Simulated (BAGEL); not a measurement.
# HF/6-31G(d) (density fitting with qzvpp-jkfit, spherical functions) run of CH2AlNO (SMILES O=C=[N][AlH2])

What is the vertical electron affinity of CH2AlNO at HF/6-31G* (density fitting with qzvpp-jkfit, spherical functions)? 

The calculation is run with BAGEL 1.2.2.

5 further runs of the same task are left out: 5 that didn't finish.

**1. The system as given**

CH2AlNO: 6 atoms, total charge 0, spin state singlet. As SMILES, `O=C=[N][AlH2]`. The coordinates come from a PBE0-D4/def2-TZVP relaxation.

Bond lengths: O1–C2 1.166 Å, C2–N3 1.196 Å, N3–Al4 1.770 Å, Al4–H5 1.575 Å, Al4–H6 1.575 Å. Angles: O1–C2–N3 180.0°, C2–N3–Al4 179.7°, N3–Al4–H5 117.5°, N3–Al4–H6 117.5°, H5–Al4–H6 125.0°.

**2. A single-point energy at HF/6-31G(d) (density fitting with qzvpp-jkfit, spherical functions)**

The input, job.json:

```json
{ "bagel": [

{
  "title": "molecule",
  "basis": "6-31gs.json",
  "df_basis": "qzvpp-jkfit",
  "angstrom": true,
  "geometry": [
    { "atom": "O", "xyz": [       1.702300,      -2.146700,       0.966300 ] },
    { "atom": "C", "xyz": [       1.019700,      -1.287700,       0.572500 ] },
    { "atom": "N", "xyz": [       0.319600,      -0.406900,       0.168300 ] },
    { "atom": "Al", "xyz": [      -0.716100,       0.900800,      -0.422500 ] },
    { "atom": "H", "xyz": [      -1.263800,       0.785800,      -1.894800 ] },
    { "atom": "H", "xyz": [      -1.019700,       2.090500,       0.564100 ] }
  ]
},

{ "title": "hf" },

{ "title": "print", "file": "orbitals.molden", "orbitals": true }

]}
```

The basis set 6-31G* is read from a file made from the Basis Set Exchange's data (not shown).

The run is started by

```bash
BAGEL_NUM_THREADS=1 BAGEL job.json > job.out
```

What it wrote:

```text
* using 1 threads per process

  ===============================================================
  ===============================================================

  *** Geometry ***

  { "atom" : "O", "xyz" : [      3.216881,     -4.056675,      1.826042 ] },
  { "atom" : "C", "xyz" : [      1.926954,     -2.433400,      1.081868 ] },
  { "atom" : "N", "xyz" : [      0.603956,     -0.768930,      0.318041 ] },
  { "atom" : "Al", "xyz" : [     -1.353233,      1.702265,     -0.798409 ] },
  { "atom" : "H", "xyz" : [     -2.388236,      1.484947,     -3.580653 ] },
  { "atom" : "H", "xyz" : [     -1.926954,      3.950472,      1.065995 ] },

  Number of auxiliary basis functions:      393

  Since a DF basis is specified, we compute 2- and 3-index integrals:
    o Being stored without compression. Storage requirement is 0.013 GB

  Number of basis functions:       64
  Number of electrons      :       36

    * METHOD: MOLECULE                             0.19

  *** RHF ***

  === Nuclear Repulsion ===
   122.1804583699

      * DIIS with orbital gradients will be used.

  === RHF iteration (6-31gs.json) ===
      0       -410.10345622          0.02533417           0.03
      1       -410.23086791          0.01711961           0.03
      2       -410.29683393          0.00178703           0.04
      3       -410.29799722          0.00060166           0.03
      4       -410.29810209          0.00014474           0.03
      5       -410.29810882          0.00007191           0.04
      6       -410.29811080          0.00002078           0.03
      7       -410.29811122          0.00000794           0.03
      8       -410.29811128          0.00000431           0.04
      9       -410.29811130          0.00000180           0.03
     10       -410.29811130          0.00000058           0.03
     11       -410.29811130          0.00000027           0.04
     12       -410.29811130          0.00000013           0.03
     13       -410.29811130          0.00000003           0.03
     14       -410.29811130          0.00000002           0.04
     15       -410.29811130          0.00000001           0.03
    * SCF iteration converged.

    * Permanent dipole moment:
           (    0.548498,    -0.691869,     0.314079) a.u.

    * METHOD: HF                                   0.70

    * METHOD: PRINT                                0.01

  ===============================================================
```

Run time: 1.1 s. Hardware: 1 thread of Intel Xeon Platinum 8375C at 2.90GHz (Ice Lake), shared host; peak memory 0.081 GiB.

**3. The doublet anion at the same level**

The input, job.json:

```json
{ "bagel": [

{
  "title": "molecule",
  "basis": "6-31gs.json",
  "df_basis": "qzvpp-jkfit",
  "angstrom": "true",
  "geometry": [
    { "atom": "O", "xyz": [    1.702300,   -2.146700,    0.966300 ] },
    { "atom": "C", "xyz": [    1.019700,   -1.287700,    0.572500 ] },
    { "atom": "N", "xyz": [    0.319600,   -0.406900,    0.168300 ] },
    { "atom": "Al", "xyz": [   -0.716100,    0.900800,   -0.422500 ] },
    { "atom": "H", "xyz": [   -1.263800,    0.785800,   -1.894800 ] },
    { "atom": "H", "xyz": [   -1.019700,    2.090500,    0.564100 ] }
  ]
},
{ "title": "uhf", "charge": -1, "nopen": 1 },
{ "title": "print", "file": "orbitals.molden", "orbitals": "true" }

]}
```

The basis set 6-31G* is read from a file made from the Basis Set Exchange's data (not shown).

The run is started by

```bash
BAGEL_NUM_THREADS=1 BAGEL job.json > job.out
```

What it wrote:

```text
* using 1 threads per process

  ===============================================================
  ===============================================================

  *** Geometry ***

  { "atom" : "O", "xyz" : [      3.216881,     -4.056675,      1.826042 ] },
  { "atom" : "C", "xyz" : [      1.926954,     -2.433400,      1.081868 ] },
  { "atom" : "N", "xyz" : [      0.603956,     -0.768930,      0.318041 ] },
  { "atom" : "Al", "xyz" : [     -1.353233,      1.702265,     -0.798409 ] },
  { "atom" : "H", "xyz" : [     -2.388236,      1.484947,     -3.580653 ] },
  { "atom" : "H", "xyz" : [     -1.926954,      3.950472,      1.065995 ] },

  Number of auxiliary basis functions:      393

  Since a DF basis is specified, we compute 2- and 3-index integrals:
    o Being stored without compression. Storage requirement is 0.013 GB

  Number of basis functions:       64
  Number of electrons      :       36

    * METHOD: MOLECULE                             0.19

  *** Open-shell HF ***

  === Nuclear Repulsion ===
   122.1804583699

      * DIIS with orbital gradients will be used.

  === UHF iteration (6-31gs.json) ===
      0       -410.03609961          0.05102254           0.09
      1       -410.19698847          0.03404634           0.09
      2       -410.24157011          0.02261863           0.09
      3       -410.27191241          0.00154516           0.09
      4       -410.27266328          0.00094401           0.09
      5       -410.27290051          0.00032726           0.08
      6       -410.27297276          0.00014546           0.08
      7       -410.27300132          0.00008393           0.08
      8       -410.27301921          0.00002690           0.08
      9       -410.27302229          0.00001074           0.09
     10       -410.27302299          0.00000675           0.08
     11       -410.27302349          0.00000284           0.08
     12       -410.27302377          0.00000234           0.08
     13       -410.27302392          0.00000168           0.09
     14       -410.27302404          0.00000109           0.09
     15       -410.27302409          0.00000042           0.09
     16       -410.27302409          0.00000013           0.09
     17       -410.27302409          0.00000007           0.09
     18       -410.27302409          0.00000005           0.09
     19       -410.27302409          0.00000002           0.09
     20       -410.27302410          0.00000002           0.09
     21       -410.27302410          0.00000001           0.09
    * SCF iteration converged.

    * S^2 (UHF) is 0.7673

    * Permanent dipole moment:
           (   -0.986116,     1.243663,    -0.564899) a.u.

    * METHOD: UHF                                  2.06

    * METHOD: PRINT                                0.01

  ===============================================================
```

Wall time 2.5 s (1 thread of Intel Xeon Platinum 8375C at 2.90GHz (Ice Lake), shared host); peak memory 0.08 GiB.

**4. Outcome**

Level: HF/6-31G* (density fitting with qzvpp-jkfit, spherical functions).

| quantity | value |
| --- | --- |
| singlet CH2AlNO: total energy | -410.29811 Eh |
| singlet CH2AlNO: dipole moment | 2.38 D |
| singlet CH2AlNO: HOMO energy | -11.45 eV |
| singlet CH2AlNO: LUMO energy | 1.05 eV |
| singlet CH2AlNO: HOMO–LUMO gap | 12.50 eV |
| doublet anion: total energy | -410.27302 Eh |
| doublet anion: ⟨S²⟩ | 0.767 |
| vertical electron affinity (to the doublet anion) | -0.683 eV |

What this shows: The anion lies 0.68 eV (15.7 kcal/mol) above the neutral: the electron isn't bound at this level, and such a value depends on the basis. Without diffuse functions anions come out too high. Hartree–Fock misses the correlation that binds many anions.
